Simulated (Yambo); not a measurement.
# WC (Qusongite) (P-6m2) in Yambo: a series of runs, part 3 of 3

Yambo 5.3.0.

## Step 5: Optical spectrum by the Bethe-Salpeter equation, PBEsol (cell squeezed)

File bse2.in:

```
optics
bse
bss
rim_cut
em1s
RandQpts= 1000000
RandGvec= 50 RL
Chimod= "HARTREE"
% BndsRnXs
 1 | 34 |
%
NGsBlkXs= 5 Ry
% LongDrXs
 1 | 0 | 0 |
%
BSKmod= "SEX"
BSEmod= "retarded"
BSSmod= "d"
% BSEQptR
 1 | 1 |
%
% BSEBands
 7 | 12 |
%
BSENGexx= 20 Ry
BSENGBlk= 5 Ry
% BEnRange
 0 | 20 | eV
%
% BDmRange
 0.1 | 0.1 | eV
%
BEnSteps= 200
% BLongDir
 1 | 0 | 0 |
%
BSEprop= "abs"
WRbsWF
```

File scf.in:

```
&CONTROL
  calculation = 'scf'
  prefix = 'pwscf'
  outdir = './tmp'
  pseudo_dir = './pseudo'
/
&SYSTEM
  ibrav = 0
  nat = 2
  ntyp = 2
  ecutwfc = 82
  nbnd = 15
  occupations = 'smearing'
  smearing = 'fd'
  degauss = 0.00367493
  force_symmorphic = .true.
/
&ELECTRONS
  conv_thr = 4d-10
  electron_maxstep = 120
  mixing_beta = 0.5
/
ATOMIC_SPECIES
W    183.8400 W.upf
C     12.0110 C.upf
CELL_PARAMETERS angstrom
   2.8672181576    0.0000000000    0.0000000000
  -1.4336090788    2.4830837627    0.0000000000
   0.0000000000    0.0000000000    2.7982628680
ATOMIC_POSITIONS crystal
W      0.0000000000    0.0000000000    0.0000000000
C      0.6666666667    0.3333333333    0.5000000000
K_POINTS automatic
12 12 10 0 0 0
```

File nscf.in:

```
&CONTROL
  calculation = 'nscf'
  prefix = 'pwscf'
  outdir = './tmp'
  pseudo_dir = './pseudo'
/
&SYSTEM
  ibrav = 0
  nat = 2
  ntyp = 2
  ecutwfc = 82
  nbnd = 159
  occupations = 'smearing'
  smearing = 'fd'
  degauss = 0.00367493
  force_symmorphic = .true.
/
&ELECTRONS
  conv_thr = 1d-08
  diago_full_acc = .true.
  diago_thr_init = 1d-06
/
ATOMIC_SPECIES
W    183.8400 W.upf
C     12.0110 C.upf
CELL_PARAMETERS angstrom
   2.8672181576    0.0000000000    0.0000000000
  -1.4336090788    2.4830837627    0.0000000000
   0.0000000000    0.0000000000    2.7982628680
ATOMIC_POSITIONS crystal
W      0.0000000000    0.0000000000    0.0000000000
C      0.6666666667    0.3333333333    0.5000000000
K_POINTS automatic
3 3 4 0 0 0
```

Potentials or basis: PseudoDojo 0.4.1 SR PBEsol standard.

Started as:

```bash
$ OMP_NUM_THREADS=1 pw.x -in scf.in > scf.out
$ OMP_NUM_THREADS=1 pw.x -in nscf.in > nscf.out
$ cd tmp/pwscf.save; p2y; mv SAVE ../..; cd ../..
$ OMP_NUM_THREADS=1 yambo
$ mkdir -p bse2; ln -s $PWD/g0w00/ndb.RIM bse2/
$ OMP_NUM_THREADS=1 yambo -F bse2.in -J bse2 -C bse2_out
$ OMP_NUM_THREADS=1 ypp -J bse2 -C bse2_out -e s -b 1
```

Yambo's report:

```text
[... sections 02.01 to 02.04 as in the set-up run ...]

[... 5 lines left out ...]
  [X] Bosonic    Temperature                        :  0.258606E-1   300.100    [eV K]
  [X] Finite Temperature mode                       : yes
  [X] El. density                                   :  0.90351E+24 [cm-3]
  [X] Fermi Level                                   :  22.00469 [eV]

  [X] === Gaps and Widths ===
  [X] Conduction Band Min                           :  22.00469 [eV]
  [X] Valence Band Max                              :  22.00469 [eV]
  [X] Filled Bands                                  :   8
  [X] Metallic Bands                                :   9  10
  [X] Empty Bands                                   :   11  159

  [X] === Metallic Characters ===
  [X] N of el / N of met el                         :  18.00000   2.11110
  [X] Average metallic occ.                         :  0.263888

  [WARNING] [X] Metallic system

 [03] Transferred momenta grid and indexing
 ==========================================

 [BZ sampling] Q-grid is User defined and/or read from the database

 IBZ Q-points                                      :   9
 BZ  Q-points                                      :   36

 K/Q-points units:
 rlu = crystal or reduced units; cc = cartesian coordinates; iku = interal k-units

 Q [1]          [rlu]:  0.000000  0.000000  0.000000
 Q [2]          [rlu]:  0.000000  0.000000  0.250000
 Q [3]          [rlu]:  0.000000  0.000000 -0.500000
 Q [4]          [rlu]:  0.47551E-16  0.33333       0.0000
 Q [5]          [rlu]:  0.47551E-16  0.33333      0.25000
 Q [6]          [rlu]:  0.47551E-16  0.33333     -0.50000
 Q [7]          [rlu]:  0.333333  0.333333  0.000000
 Q [8]          [rlu]:  0.333333  0.333333  0.250000
 Q [9]          [rlu]:  0.333333  0.333333 -0.500000

  [03.01] X + BSE indexes
  =======================

   [03.01.01] Sigma indexes
   ========================

   [WR./SAVE//ndb.kindx]-----------------------------------------------------------
    Fragmentation                                    : no
    Polarization last K ( bz)                        :   36
    Polarization last K (ibz)                        :   9
[... 146 lines left out ...]
     [K] Dimension                                    :   333
     [K] Bands                                        :   7  12
     [K] Exchange                                     : yes [res]
     [K] Correlation                                  : yes [res]
     [K] Kernel`s coupling                            : no
     [K] Exchange                                     : no [cpl]
     [K] Correlation                                  : no [cpl]
     [K] W interaction is bare                        : no
     [K] ALDA kernel in R-space                       : no
     [K] RL vectors                                   :  217 [exchange]
     [K] RL vectors                                   :  27 [correlation]
     [K] E/h energy range                             : -1.000000 -1.000000 [eV]
     [K] Coupling range                               :  100.0000  100.0000 [o/o]
     [W] Interaction is diagonal                      : no
     [W] Matrix size                                  :  27
     [W] Bands                                        :    1   34
     [W] e/h energy range                             : -1.000000 -1.000000 [eV]
     [W] Poles                                        :  100.0000 [o/o]
     [W] RL vectors in the sum                        :  2231
     [W] [r,Vnl] included                             : yes
     [W] Field direction                              :  0.100000E-4   0.00000      0.00000
     [W] Coulomb Cutoff                               : none
     [W] Hxc Kernel                                   : HARTREE
     [RIM] RL components                              :   59 [col]
     [RIM] Random points                              :  1000000 [col]
     [SOC] Perturbative SOC                           : no
     [K] Kernel long-range exchange                   : BAR

    [07.01.05.03] Wave-Function Phases
    ==================================

    [BSE] WF phases found       :  45.37037 [o/o]

   [07.01.06] BSE solver(s) @q1
   ============================

   [07.01.07] Diago Solver @q1
   ===========================

   [WR./bse2//ndb.BS_diago_Q1]-----------------------------------------------------
    BS kernel          energies                      : Perdew, Burke & Ernzerhof SOL(X)+Perdew, Burke & Ernzerhof SOL(C)
    [K] Identifier                                   :   820
    [K] Dimension                                    :   333
    [K] Bands                                        :   7  12
    [K] Exchange                                     : yes [res]
    [K] Correlation                                  : yes [res]
    [K] Kernel`s coupling                            : no
    [K] Exchange                                     : no [cpl]
    [K] Correlation                                  : no [cpl]
    [K] W interaction is bare                        : no
    [K] ALDA kernel in R-space                       : no
    [K] RL vectors                                   :  217 [exchange]
    [K] RL vectors                                   :  27 [correlation]
    [K] E/h energy range                             : -1.000000 -1.000000 [eV]
    [K] Coupling range                               :  100.0000  100.0000 [o/o]
    [W] Interaction is diagonal                      : no
    [W] Matrix size                                  :  27
    [W] Bands                                        :    1   34
    [W] e/h energy range                             : -1.000000 -1.000000 [eV]
    [W] Poles                                        :  100.0000 [o/o]
    [W] RL vectors in the sum                        :  2231
    [W] [r,Vnl] included                             : yes
    [W] Field direction                              :  0.100000E-4   0.00000      0.00000
    [W] Coulomb Cutoff                               : none
    [W] Hxc Kernel                                   : HARTREE
    [RIM] RL components                              :   59 [col]
    [RIM] Random points                              :  1000000 [col]
    [SOC] Perturbative SOC                           : no
    [K] Kernel long-range exchange                   : BAR
    [BSS] Eigenstates included                       : yes
    [BSS] Field direction                            :  0.100000E-4   0.00000      0.00000
    [BSS] Eigenstates computed                       :   333
    [BSS] Number of BSE matrices                     :  1
```

o-bse2.exc_qpt1_E_sorted:

```text
# [K] Identifier                                  :   820
# [K] Dimension                                   :   333
# [K] Bands                                       :   7  12
# [K] Exchange                                    : yes [res]
# [K] Correlation                                 : yes [res]
# [K] Kernel`s coupling                           : no
# [K] Exchange                                    : no [cpl]
# [K] Correlation                                 : no [cpl]
[... 28 lines left out ...]
#
    0.343403615        0.987553888E-3      1.00000000
    0.343703751        0.974302729E-3      2.00000000
    0.344981318        0.983004186         3.00000000
    0.345288247         1.00000000         4.00000000
    0.41442199         0.15749252E-09      5.0000000
    0.41487026         0.28852165E-10      6.0000000
[... 35 lines left out ...]
     4.07351779        0.869923085E-4      42.0000000
     4.07917581        0.485271980E-5      43.0000000
[... 292 further lines ...]
```

Wall time 39 s (1 thread of Intel Xeon 6975P-C (Granite Rapids), shared host); peak memory 0.26 GiB.

What came out:

| Item | Value |
| --- | --- |
| Band gap on the k mesh, mean-field level | none (metal or under the smearing width) |

Dielectric function (along the field direction of the input):
| energy (eV) | real part | imaginary part |
| --- | --- | --- |
| 0.80 | -128.38 | 44.76 |
| 1.81 | -7.98 | 3.34 |
| 2.81 | 16.05 | 2.83 |
| 3.82 | 44.92 | 22.76 |
| 4.82 | -3.56 | 4.81 |
| 5.83 | 3.29 | 9.18 |
| 6.83 | -15.87 | 14.08 |
| 7.84 | -4.24 | 5.71 |
| 8.84 | -10.97 | 3.03 |
| 9.85 | -6.07 | 8.59 |
| 10.85 | -7.22 | 2.05 |
| 11.86 | -4.43 | 0.20 |
| 12.86 | -3.05 | 0.10 |
| 13.87 | -2.24 | 0.07 |
| 14.87 | -1.68 | 0.05 |
| 15.88 | -1.27 | 0.04 |
| 16.88 | -0.96 | 0.03 |
| 17.89 | -0.71 | 0.02 |
| 18.89 | -0.51 | 0.02 |
| 20.00 | -0.32 | 0.01 |

Caveat: the k mesh is coarse (spacing up to 0.84 Å⁻¹), so the values aren't converged; the intraband (Drude) term of the metal is left out; the ground state has no gap, which makes the many-body step unreliable; the transitions start from uncorrected Kohn-Sham levels, so peaks lie too low; exciton energies and binding change strongly with the k mesh and aren't converged on this one; spectra need much finer meshes, so this one isn't converged. Spin-orbit coupling is left out, which matters for the levels of W.

## Step 6: Summary

| task | random integration of the Coulomb term | direction of the field or of q to 0 | kernel | terms kept | solver | gap on the mesh (eV) |
| --- | --- | --- | --- | --- | --- | --- |
| optical spectrum by the Bethe-Salpeter equation | yes | x | screened exchange | resonant and antiresonant, uncoupled | diagonalisation | - |
| G0W0 quasiparticle levels | yes | x + y + z | - | - | - | none |
| optical spectrum | - | x | Hartree (RPA with local fields) | - | - | none |

Alike in all rows: level PBEsol; potentials or basis PseudoDojo 0.4.1 SR PBEsol standard; no spin polarisation; cell squeezed; k mesh 3 × 3 × 4; cutoff (eV) 1116; smearing fermi-dirac 0.05 eV; the mesh is coarse, so values aren't converged.

Caveats: all runs use coarse meshes; the ground state has no gap, which makes the many-body step unreliable; the intraband (Drude) term of the metal is left out (some runs); spectra need much finer meshes, so this one isn't converged (some runs); the transitions start from uncorrected Kohn-Sham levels, so peaks lie too low (some runs); exciton energies and binding change strongly with the k mesh and aren't converged on this one (some runs); the plasmon-pole model is rough for a metal (some runs); this version prints the column dSc/dw multiplied by 27.2 (some runs).

Total energies depend on the potentials used, so only differences within one code and one set of settings carry meaning.
